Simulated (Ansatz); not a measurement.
Which YAML input does this script hand to the engine? (the Python package of Ansatz (0.2.0))

Run as a notebook:

In [1]:
```python
import ansatz as az
```

In [2]:
```python
deck = {
    "crystal": {
        "periodic": [False, False, False],
        "atoms": [
            {"symbol": "F", "position_ang": [0.1663, -1.9414, 1.2093]},
            {"symbol": "B", "position_ang": [0.6854, -0.8586, 0.3742]},
            {"symbol": "Si", "position_ang": [-0.464, 0.5864, -0.296]},
            {"symbol": "F", "position_ang": [-1.5935, -0.0441, -1.2372]},
            {"symbol": "F", "position_ang": [0.5018, 1.6365, -1.2246]},
            {"symbol": "F", "position_ang": [-1.0995, 1.4327, 1.0221]},
            {"symbol": "H", "position_ang": [1.8647, -0.8794, 0.1066]},
        ],
    },
    "basis": {"gaussian": {"orbitals": "def2-SVP"}},
    "hamiltonian": {"xc": "hf"},
}
session = az.Session.from_dict(deck)
r = session.plan(threads=1).execute().report
```

In [3]:
```python
for key in ("converged", "free_energy_ev", "reference_energy_ev", "n_frozen", "n_occupied", "n_virtual"):
    print(f"{key:22s} {r[key]}")
symbols = ["F", "B", "Si", "F", "F", "F", "H"]
field = r["mean_field"]
print("<S^2> =", round(abs(field["state"]["spin_squared"]), 4), " all-electron relativity setting:", field["relativity"])
print("passes:", field["passes"])
if "symmetry" in field:
    print("occupied orbitals by irrep:", field["symmetry"]["occupied"])
```
```text
converged              True
free_energy_ev         -19366.715301855078
reference_energy_ev    -19366.715301855078
n_frozen               0
n_occupied             [28, 28]
n_virtual              [65, 65]
<S^2> = 0.0  all-electron relativity setting: none
passes: {'evaluations': 12, 'products': 25}
occupied orbitals by irrep: [{'A': 28}, {'A': 28}]
```

`input.yaml`:
```yaml
crystal:
  periodic: [false, false, false]
  atoms:
    - { symbol: F, position_ang: [0.1663, -1.9414, 1.2093] }
    - { symbol: B, position_ang: [0.6854, -0.8586, 0.3742] }
    - { symbol: Si, position_ang: [-0.464, 0.5864, -0.296] }
    - { symbol: F, position_ang: [-1.5935, -0.0441, -1.2372] }
    - { symbol: F, position_ang: [0.5018, 1.6365, -1.2246] }
    - { symbol: F, position_ang: [-1.0995, 1.4327, 1.0221] }
    - { symbol: H, position_ang: [1.8647, -0.8794, 0.1066] }
basis:
  gaussian:
    orbitals: def2-SVP
hamiltonian:
  xc: hf
```

Total energies depend on the basis set; only differences at equal settings carry meaning. The geometry is a force-field or estimated start, not a minimum of this method, and the basis set is short of its limit. Run time: 1 s on 1 thread of Arm Neoverse V1, on a shared host, peak memory 0.19 GiB.

(Lines on the test bed's own set-up are left out of the output.)
